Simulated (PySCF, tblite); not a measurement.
**C₆H₁₀BF: geometry, infrared bands and NMR shifts**

Wanted: the infrared bands and NMR shifts of C₆H₁₀BF (`CC=C=CCCBF`), by calculation.

The runs use tblite 0.8.0 and PySCF 2.14.0, with density-fitted response routines of our own; the level of theory stands in each step. All values are computed, except where a source is named. Atoms count from 0, in the outputs and in this text.

### 1 The starting structure

18 atoms, charge 0, multiplicity 1; geometry from: force field or distance geometry start.

Bonds of the start (Å): C0–C1 1.47, C1–C2 1.31, C2–C3 1.31, C3–C4 1.49, C4–C5 1.53, C5–B6 1.58, B6–F7 1.46, C0–H8 1.11, C0–H9 1.13, C0–H10 1.09, C1–H11 1.06, C3–H12 1.03, C4–H13 1.11, C4–H14 1.10, C5–H15 1.13, C5–H16 1.11, B6–H17 1.17.

### 2 Optimising the geometry with GFN2-xTB

The job: settings as JSON, then the geometry in Å.

```
{"job": {"kind": "relax", "xc": "GFN2-xTB", "basis": "xTB"}, "charge": 0, "multiplicity": 1}
C     -3.152700    -0.155000     0.513700
C     -2.047400    -0.895100    -0.103200
C     -1.061100    -0.167400    -0.561100
C     -0.102800     0.589300    -1.023200
C      0.942200     0.925800    -0.016100
C      1.873900    -0.282700     0.028500
B      3.066500    -0.084200     1.044200
F      3.918900    -1.182900     1.484700
H     -4.085900    -0.685300     0.220600
H     -3.290300     0.872800     0.062400
H     -3.128100    -0.086600     1.598000
H     -1.944900    -1.945800    -0.183400
H     -0.147800     0.875700    -2.015400
H      1.559100     1.780300    -0.350200
H      0.523600     1.146700     0.981900
H      1.214600    -1.145200     0.327300
H      2.298000    -0.531600    -0.966700
H      3.555500     0.977500     1.152000
```

Command:

```bash
$ OMP_NUM_THREADS=1 python probes_run.py task.json out
```

This one command runs all jobs of the session in turn.

**Question.** This job is followed by: GFN2-xTB harmonic vibrations, gas phase; GIAO PBE0/pcSseg-1 NMR shielding, non-relativistic, gas phase. What will the session give for the following? strongest single infrared mode (GFN2-xTB); zero-point energy (GFN2-xTB); ¹³C shifts against TMS (PBE0/pcSseg-1); ¹H shifts against TMS (PBE0/pcSseg-1, means over atoms taken as alike); ¹¹B shifts against BF3·OEt2 (PBE0/pcSseg-1); ¹⁹F shifts against CFCl3 (PBE0/pcSseg-1); surface potential, 1st and 99th percentile.

**Answer**, as computed:

| quantity | value |
| --- | --- |
| strongest single infrared mode (GFN2-xTB) | 1290 cm⁻¹, 220 km/mol |
| zero-point energy (GFN2-xTB) | 89.7 kcal/mol |
| ¹³C shifts against TMS (PBE0/pcSseg-1) | 215.4, 98.6, 91.8, 30.1, 28.9, 18.7 ppm |
| ¹H shifts against TMS (PBE0/pcSseg-1, means over atoms taken as alike) | 5.60, 5.30, 5.26, 2.24, 1.79, 1.02 ppm |
| ¹¹B shifts against BF3·OEt2 (PBE0/pcSseg-1) | 58.6 ppm |
| ¹⁹F shifts against CFCl3 (PBE0/pcSseg-1) | 2.2 ppm |
| surface potential, 1st and 99th percentile | -0.79 V and 1.33 V |

What this shows: Over 146 steps the energy fell by 0.932 eV; of the close pairs, B6–F7 changed most, 1.459 to 1.318 Å. No mode is imaginary among the 48: a minimum at this level. The strongest single mode, at 1290 cm⁻¹, is spread over many atoms; the largest shares are those of B6, H14. Unscaled tight-binding wavenumbers are off by several per cent, some by more. Its intensities can rank the bands wrongly. C2 (central carbon of an allene) lies farthest downfield among carbon, at 215.4 ppm; the central sp carbon of an allene is among the most deshielded carbons of hydrocarbons. At PBE0/pcSseg-1: Shielding is most anisotropic at F7 (span 510 ppm, paramagnetic term -291 ppm). By nearest atom (PBE0/pcSseg-1), the HOMO sits on C1, C2 about 30 % each; C3 11 % and the LUMO on B6 53 %; H17 16 %.
